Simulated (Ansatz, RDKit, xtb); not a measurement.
# Isomers of C3H8BF, a sample narrowed down

Which of a sample of isomers of C3H8BF is the most stable in the gas at 298.15 K, and what are its properties? The sample is small against all isomers, and the most stable one of this formula need not be in it.

The funnel: GFN2-xTB relaxations, single points with a density functional, relaxations at r2SCAN-D4/def2-SVP, harmonic vibrations, and a last energy at a higher level. All values are calculated.

**1. Possible bonding patterns**

Isomers were taken from a list of plausible structures; this is a sample, not all of them. That gives 5 candidates.

```
label        SMILES     spin
 c135     BC(C)(C)F  singlet
 c350  B[C@@H](C)CF  singlet
 c363  B[C@@H](F)CC  singlet
 c620  BC[C@@H](C)F  singlet
 c857         BCCCF  singlet
```

Candidates are built by distance geometry, with a force field where one applies, in up to four conformers (letters a to d).

**Question.** With final energies at CCSD(T)/def2-SVP + MP2/def2-TZVPP - MP2/def2-SVP, which structure will this search put lowest in free energy, and by what margin?

| quantity | value |
| --- | --- |
| lowest structure found | BC[C@@H](C)F, singlet, C1 |
| next finalist | BC(C)(C)F, singlet, 1.7 kcal/mol higher in G |
| share at equilibrium, among the finalists | 94.4 % |
| harmonic wavenumbers, lowest and highest (r2SCAN-D4/def2-SVP) | 110 and 3148 cm⁻¹ |
| rotational constants, same geometry | 0.2649, 0.1174, 0.09017 cm⁻¹ |

The search ends on `BC[C@@H](C)F`. The margin, 1.7 kcal/mol, is modest. GFN2-xTB, HF/STO-3G, r2SCAN-D4/def2-SVP, r2SCAN-D4/def2-SVP, relaxed, HF/def2-SVP and MP2/def2-SVP already put its bonding pattern lowest among the structures in one piece. 4 minima inside the window were never screened. The search is not exhaustive (a finite list of starts, one conformer a finalist), so a lower isomer can't be ruled out. Only 5 drawn patterns were tried, so whole families of isomers are missing, and the result ranks this sample alone.
